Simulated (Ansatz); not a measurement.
**CH4BFOS: one species, many methods**

One table from this session's results is given with a row withheld; the runs are named, their logs left out.

Method: functionals in def2-TZVPP, the program's frozen cores in correlated methods; program: Ansatz 0.2.0, Gaussian basis.

Levels to be run: LDA (SPW92), PBE-D4, revPBE-D4, BLYP-D4, r2SCAN-D4, B97M-V, PBE0-D4, B3LYP-D4, r2SCANh-D4, r2SCAN0-D4, HSE06-D4, BHLYP-D4, CAM-B3LYP-D4, LC-ωPBE, ωB97X-V, ωB97M-V, B2PLYP, PBE-QIDH; CCSD(T)/def2-SVP; CCSD(T)/def2-TZVPP; MP2/def2-QZVPP; extrapolation to the limit; RPA on PBE.

## The geometry

An earlier PBE0-D4 in a triple-zeta def2 set relaxation fixed the geometry.

SMILES `CSB(O)F`, 9 atoms, charge 0, spin multiplicity 1.

Atoms are counted from 1 here; the program's logs count them from 0.

Bond lengths: C1–S2 1.810 Å, C1–H6 1.089 Å, C1–H7 1.088 Å, C1–H8 1.088 Å, S2–B3 1.799 Å, B3–O4 1.354 Å, B3–F5 1.336 Å, O4–H9 0.962 Å. Angles: S2–C1–H6 106.7°, S2–C1–H7 110.7°, S2–C1–H8 110.7°, H6–C1–H7 109.4°, H6–C1–H8 109.5°, H7–C1–H8 109.7°, C1–S2–B3 101.1°, S2–B3–O4 122.0°, S2–B3–F5 117.9°, O4–B3–F5 120.1°, B3–O4–H9 112.6°.

The first run:

File in.yaml:

```yaml
crystal:
  periodic: [false, false, false]
  atoms:
    - {symbol: C, position_ang: [1.160319, -0.244121, 0.939736]}
    - {symbol: S, position_ang: [1.023711, 0.764256, -0.557192]}
    - {symbol: B, position_ang: [-0.686575, 0.459686, -1.024231]}
    - {symbol: O, position_ang: [-1.494372, -0.351923, -0.301485]}
    - {symbol: F, position_ang: [-1.151304, 1.063637, -2.121848]}
    - {symbol: H, position_ang: [2.181166, -0.129715, 1.301733]}
    - {symbol: H, position_ang: [0.464798, 0.101611, 1.701849]}
    - {symbol: H, position_ang: [0.970211, -1.292081, 0.716863]}
    - {symbol: H, position_ang: [-2.379353, -0.417751, -0.672624]}
basis:
  gaussian: {orbitals: def2-TZVPP}
hamiltonian: {xc: lda}
output: {orbitals: {seedname: orbitals}}
```

Steps of the session up to this table: LDA; PBE-D4 (GGA); revPBE-D4 (GGA); BLYP-D4 (GGA); r2SCAN-D4 (meta-GGA); B97M-V (meta-GGA); PBE0-D4 (hybrid); B3LYP-D4 (hybrid); r2SCANh-D4 (hybrid); r2SCAN0-D4 (hybrid); HSE06-D4 (hybrid); BHLYP-D4 (hybrid); CAM-B3LYP-D4 (range-separated); LC-ωPBE (range-separated); ωB97X-V (range-separated); ωB97M-V (range-separated); B2PLYP (double hybrid); PBE-QIDH (double hybrid).

One of the session's tables, all rows but one given; the rest of the session is left out.

It belongs to the step «Frontier levels by functional». 

```
  functional  HOMO (eV)  LUMO (eV)  gap (eV)
 LDA (SPW92)      -6.14      -0.51      5.63
      PBE-D4      -6.01      -0.37      5.65
   revPBE-D4      -5.96      -0.29      5.67
     BLYP-D4      -5.86      -0.36      5.50
   r2SCAN-D4      -6.28       0.10      6.39
      B97M-V      -6.37      -0.13      6.23
     PBE0-D4      -7.25       0.51      7.76
    B3LYP-D4      -7.01       0.17      7.18
  r2SCANh-D4      -6.74       0.43      7.17
  r2SCAN0-D4          ?          ?         ?
    HSE06-D4      -6.84       0.15      6.99
    BHLYP-D4      -8.34       1.15      9.49
CAM-B3LYP-D4      -8.57       1.28      9.86
     LC-ωPBE      -9.95       2.61     12.56
     ωB97X-V      -9.59       2.40     12.00
     ωB97M-V      -9.43       1.94     11.36
```

Estimate the missing values for r2SCAN0-D4.

Worked estimate for «HOMO (eV)». Against the share of exact exchange, r2SCAN-D4 (0, -6.28), r2SCANh-D4 (0.1, -6.74) give a slope of -4.60 per unit share; at 0.25 the line stands at -7.43.

As computed: HOMO (eV): -7.42; LUMO (eV): 0.88; gap (eV): 8.30. In «HOMO (eV)» the line misses by -0.01.
